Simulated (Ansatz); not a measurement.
**H6N3NbO: how energies converge with the basis set**

Aim: see how fast density functionals converge with the basis set for H6N3NbO.

Program: Ansatz 0.2.0, Gaussian basis. Level of theory: one geometry, several basis sets. These are calculated values, not measurements.

The runs, in order: PBE0-D4/def2-SVP; ωB97M-V/def2-SVP; PBE0-D4/def2-QZVPP; ωB97M-V/def2-QZVPP; the functionals' def2-TZVPP values are taken from earlier runs.

## Step 1: Structure used throughout

An earlier PBE0-D4 in a triple-zeta def2 set relaxation fixed the geometry. Nb takes the def2 core potential; no spin-orbit term is included.

SMILES `[NH]=[Nb]([NH2])([NH2])[OH]`, 11 atoms, charge 0, spin multiplicity 1.

Atoms are counted from 1 here; the program's logs count them from 0.

Bond lengths: N1–Nb2 1.749 Å, N1–H6 1.008 Å, Nb2–N3 1.985 Å, Nb2–N4 1.985 Å, Nb2–O5 1.915 Å, N3–H7 1.008 Å, N3–H8 1.011 Å, N4–H9 1.007 Å, N4–H10 1.011 Å, O5–H11 0.956 Å. Angles: Nb2–N1–H6 173.3°, N1–Nb2–N3 105.5°, N1–Nb2–N4 105.5°, N1–Nb2–O5 114.6°, N3–Nb2–N4 112.5°, N3–Nb2–O5 109.3°, N4–Nb2–O5 109.3°, Nb2–N3–H7 125.8°, Nb2–N3–H8 124.1°, H7–N3–H8 110.0°, Nb2–N4–H9 125.8°, Nb2–N4–H10 124.1°, H9–N4–H10 110.0°, Nb2–O5–H11 134.4°.

## Step 2: PBE0-D4 in def2-SVP

in.yaml reads:

```yaml
crystal:
  periodic: [false, false, false]
  atoms:
    - {symbol: N, position_ang: [-1.551943, 0.454726, 0.819238]}
    - {symbol: Nb, position_ang: [-0.177145, -0.033909, -0.144393]}
    - {symbol: N, position_ang: [0.647622, -1.549521, 0.835873]}
    - {symbol: N, position_ang: [1.008227, 1.555749, -0.223563]}
    - {symbol: O, position_ang: [-0.607769, -0.591403, -1.925129]}
    - {symbol: H, position_ang: [-2.410114, 0.712166, 1.280989]}
    - {symbol: H, position_ang: [0.359604, -1.895067, 1.737404]}
    - {symbol: H, position_ang: [1.466548, -2.049994, 0.519462]}
    - {symbol: H, position_ang: [0.861260, 2.425465, 0.263295]}
    - {symbol: H, position_ang: [1.888654, 1.581551, -0.718940]}
    - {symbol: H, position_ang: [-1.419447, -0.666664, -2.423836]}
basis:
  gaussian: {orbitals: def2-SVP}
hamiltonian: {xc: pbe0, dispersion: d4}
output: {orbitals: {seedname: orbitals}}
```

The runs that follow: ωB97M-V in def2-SVP; PBE0-D4 in def2-QZVPP; ωB97M-V in def2-QZVPP.

**Question.** What will the summary of the whole plan be? Wanted: PBE0-D4: double and triple zeta above quadruple; ωB97M-V: double and triple zeta above quadruple.

**Answer**, as computed:

| quantity | value |
| --- | --- |
| PBE0-D4: double and triple zeta above quadruple | 8.95, 0.50 eV |
| ωB97M-V: double and triple zeta above quadruple | 9.18, 0.48 eV |

**Reading.** For PBE0-D4 the step from double to triple zeta gains 8.45 eV and the next only 0.50 eV. These are total energies; as a rule much of such shifts cancels in differences, which this series doesn't test. The LUMO of ωB97M-V is positive and keeps falling with the basis (1.35 to 0.59 eV): an unbound level that the basis holds in place.
